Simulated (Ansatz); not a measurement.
**SnH2O2 (SMILES [OH][Sn][OH]) at r2SCAN0/def2-SVP (core potential)**

What is the energy change on altering one bond length of SnH2O2 at r2SCAN0/def2-SVP (core potential)? 

The calculation is run with Ansatz 0.2.0.

45 further runs of the same task are left out: 45 set aside as unsound or not needed.

## Step 1: The system as given

The species is SnH2O2 (5 atoms), meant as a singlet with charge 0. SMILES: `[OH][Sn][OH]`. Geometry: relaxed at PBE0-D4/def2-TZVP. This is one conformer, not always the lowest.

Bond lengths: O1–Sn2 1.987 Å, Sn2–O3 1.966 Å, O1–H4 0.960 Å, O3–H5 0.964 Å. Angles: O1–Sn2–O3 91.9°, Sn2–O1–H4 116.9°, Sn2–O3–H5 111.9°.

## Step 2: The energy at r2SCAN0/def2-SVP (core potential)

run.yaml

```yaml
crystal:
  periodic: [false, false, false]
  atoms:
    - {symbol: O, position_ang: [-0.984300, 0.177800, -0.613800]}
    - {symbol: Sn, position_ang: [-0.153700, -0.943900, 0.800900]}
    - {symbol: O, position_ang: [1.561800, 0.002900, 0.636100]}
    - {symbol: H, position_ang: [-1.901200, -0.005600, -0.831400]}
    - {symbol: H, position_ang: [1.527200, 0.695100, -0.033300]}
basis:
  gaussian:
    orbitals: def2-SVP
hamiltonian:
  xc: {name: r2SCAN0}
accuracy: high
output: {orbitals: {seedname: orbitals}}
```

Started as:

```
$ ansatz run run.yaml --threads 1 --pin off --max-ram 3480MiB --events-out events.jsonl --progress --plain --runs-dir runs
```

Output:

```text
Warning: RAYON_NUM_THREADS=1 ignored (pool sized by the plan → 1); use --threads N
Functional definition: r2SCAN0
  name "r2SCAN0"
  parameter a = 0.25
  parameter k0 = 0.174
  parameter k1 = 0.065
  parameter a1 = 4.9479
  exchange = (1 - a)*r2scan_x(k0 = k0, k1 = k1, a1 = a1) + a*exact_x
  correlation = r2scan_c
1456 factors; integrals over basis functions are off by at most 3.2e-9 eV
mean field evaluation 1: about -9945.2553 eV, gradient 7.0e1 eV
mean field evaluation 2: about -9908.8475 eV, gradient 1.4e2 eV
mean field evaluation 4: about -9954.2807 eV, gradient 5.4e0 eV
mean field evaluation 8: about -9954.4460 eV, gradient 6.1e-1 eV
mean field evaluation 16: about -9954.4470 eV, gradient 2.4e-5 eV
mean field -9954.44698785 eV, -365.8191794369 hartree, gradient 1.4e-8 eV, S^2 0.000000; 0 other end points of the search recorded, 0 dependent functions left out
reference -9954.44698840 eV, -365.8191794570 hartree; 20, 20 occupied and 44, 44 virtual orbitals, 1456 factors
Total energy: -9954.44698840 eV, -365.8191794570 hartree
```

It took 11 s on 1 thread of Arm Neoverse V1, shared host; peak memory 0.23 GiB.

## Step 3: The distorted shape

run.yaml

```yaml
basis:
  gaussian:
    orbitals: def2-SVP
crystal:
  periodic: [false, false, false]
  atoms:
    - symbol: O
      position_ang: [-3.042928, -0.958375, -0.416037]
    - symbol: Sn
      position_ang: [-2.212328, -2.080075, 0.998663]
    - symbol: O
      position_ang: [1.561800, 0.002900, 0.636100]
    - symbol: H
      position_ang: [-3.959828, -1.141775, -0.633637]
    - symbol: H
      position_ang: [1.527200, 0.695100, -0.033300]
output: {orbitals: {seedname: orbitals}}
hamiltonian:
  xc: {name: r2SCAN0}
accuracy: high
```

Started as:

```
$ ansatz run run.yaml --threads 1 --pin off --max-ram 3480MiB --events-out events.jsonl --progress --plain --runs-dir runs
```

Output:

```text
Warning: RAYON_NUM_THREADS=1 ignored (pool sized by the plan → 1); use --threads N
[... 8 set-up lines as earlier in the session ...]
1345 factors; integrals over basis functions are off by at most 1.9e-8 eV
mean field evaluation 1: about -9935.1167 eV, gradient 7.9e1 eV
mean field evaluation 2: about -9644.3563 eV, gradient 1.5e2 eV
mean field evaluation 4: about -9940.8099 eV, gradient 5.4e1 eV
mean field evaluation 8: about -9839.3117 eV, gradient 1.1e2 eV
mean field evaluation 16: about -9949.2228 eV, gradient 2.4e-2 eV
mean field evaluation 32: about -9949.0453 eV, gradient 2.4e0 eV
mean field -9949.22284473 eV, -365.6271957183 hartree, gradient 2.0e-8 eV, S^2 0.000000; 4 other end points of the search recorded, 0 dependent functions left out
reference -9949.22284534 eV, -365.6271957409 hartree; 20, 20 occupied and 44, 44 virtual orbitals, 1345 factors
Total energy: -9949.22284534 eV, -365.6271957409 hartree
```

Run time: 16 s. Hardware: 1 thread of Arm Neoverse V1, shared host; peak memory 0.21 GiB.

## Step 4: Outcome

At r2SCAN0/def2-SVP (core potential):

| quantity | value |
| --- | --- |
| first shape: total energy | -365.81918 Eh |
| first shape: HOMO energy | -7.50 eV |
| first shape: LUMO energy | -1.71 eV |
| first shape: HOMO–LUMO gap | 5.79 eV |
| distorted shape: total energy | -365.62720 Eh |
| distorted shape: HOMO energy | -5.03 eV |
| distorted shape: LUMO energy | -3.63 eV |
| distorted shape: HOMO–LUMO gap | 1.40 eV |
| energy change with the Sn2–O3 bond stretched from 1.966 to 4.326 Å | 5.224 eV |

What this shows: One bond (distorted shape) is far stretched, which a spin-restricted single reference describes badly; a broken-symmetry solution may lie lower. With the Sn2–O3 bond stretched from 1.966 to 4.326 Å the energy rises by 5.22 eV (504 kJ/mol). The first shape isn't relaxed at this level, so the change isn't measured from a minimum. A restricted reference can't describe the breaking bond well at this length.
